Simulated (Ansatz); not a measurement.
# C2H7AlSi: small, medium and large basis sets

The task here is to estimate one member of a computed series from the others.

Method: one geometry, several basis sets; program: Ansatz 0.2.0, Gaussian basis.

Levels to be run: PBE0-D4/def2-SVP; ωB97M-V/def2-SVP; PBE0-D4/def2-QZVPP; ωB97M-V/def2-QZVPP; the functionals' def2-TZVPP values are taken from earlier runs.

## Structure used throughout

An earlier PBE0-D4 in a triple-zeta def2 set relaxation fixed the geometry.

SMILES `[CH2]1C[SiH2][AlH]1`, 11 atoms, charge 0, spin multiplicity 1.

Atoms are counted from 1 here; the program's logs count them from 0.

Bond lengths: C1–C2 1.554 Å, C1–Al4 1.979 Å, C1–H5 1.093 Å, C1–H6 1.099 Å, C2–Si3 1.920 Å, C2–H7 1.096 Å, C2–H8 1.094 Å, Si3–Al4 2.424 Å, Si3–H9 1.492 Å, Si3–H10 1.495 Å, Al4–H11 1.593 Å. Angles: C2–C1–Al4 96.9°, C2–C1–H5 114.0°, C2–C1–H6 109.7°, Al4–C1–H5 122.2°, Al4–C1–H6 107.2°, H5–C1–H6 106.2°, C1–C2–Si3 104.4°, C1–C2–H7 109.9°, C1–C2–H8 113.6°, Si3–C2–H7 107.0°, Si3–C2–H8 114.9°, H7–C2–H8 106.8°, C2–Si3–Al4 74.5°, C2–Si3–H9 115.5°, C2–Si3–H10 110.7°, Al4–Si3–H9 129.9°, Al4–Si3–H10 114.6°, H9–Si3–H10 107.1° and more.

The first run:

The input, in.yaml:

```yaml
crystal:
  periodic: [false, false, false]
  atoms:
    - {symbol: C, position_ang: [-1.047340, 0.613770, -0.284484]}
    - {symbol: C, position_ang: [0.451382, 0.571916, -0.694336]}
    - {symbol: Si, position_ang: [1.267946, -0.591158, 0.597129]}
    - {symbol: Al, position_ang: [-1.093179, -1.140494, 0.629880]}
    - {symbol: H, position_ang: [-1.725099, 0.861424, -1.105085]}
    - {symbol: H, position_ang: [-1.199745, 1.384937, 0.483142]}
    - {symbol: H, position_ang: [0.557552, 0.090327, -1.672767]}
    - {symbol: H, position_ang: [0.910595, 1.561476, -0.777913]}
    - {symbol: H, position_ang: [2.428682, -1.386324, 0.101547]}
    - {symbol: H, position_ang: [1.741916, 0.185682, 1.782809]}
    - {symbol: H, position_ang: [-2.227511, -2.208455, 0.960877]}
basis:
  gaussian: {orbitals: def2-SVP}
hamiltonian: {xc: pbe0, dispersion: d4}
output: {orbitals: {seedname: orbitals}}
```

The run is started by

```sh
$ ansatz run in.yaml --threads 2 --pin off --events-out ev --progress --plain --max-ram 4352MiB
```

Steps of the session up to this table: PBE0-D4 in def2-SVP; ωB97M-V in def2-SVP; PBE0-D4 in def2-QZVPP; ωB97M-V in def2-QZVPP.

One of the session's tables, all rows but one given; the rest of the session is left out.

It belongs to the step «Density functionals: the series». 

```
functional       basis  HOMO (eV)  LUMO (eV)
   PBE0-D4    def2-SVP          ?          ?
   PBE0-D4  def2-TZVPP      -6.71      -1.73
   PBE0-D4  def2-QZVPP      -6.72      -1.75
   ωB97M-V    def2-SVP      -8.69      -0.02
   ωB97M-V  def2-TZVPP      -8.69      -0.11
   ωB97M-V  def2-QZVPP      -8.70      -0.22
```

Q: Estimate the row for PBE0-D4, def2-SVP from the others.

**Answer.** HOMO (eV): -6.73; LUMO (eV): -1.71. In the column «HOMO (eV)» it lies between ωB97M-V, def2-TZVPP (-8.69) and PBE0-D4, def2-QZVPP (-6.72).
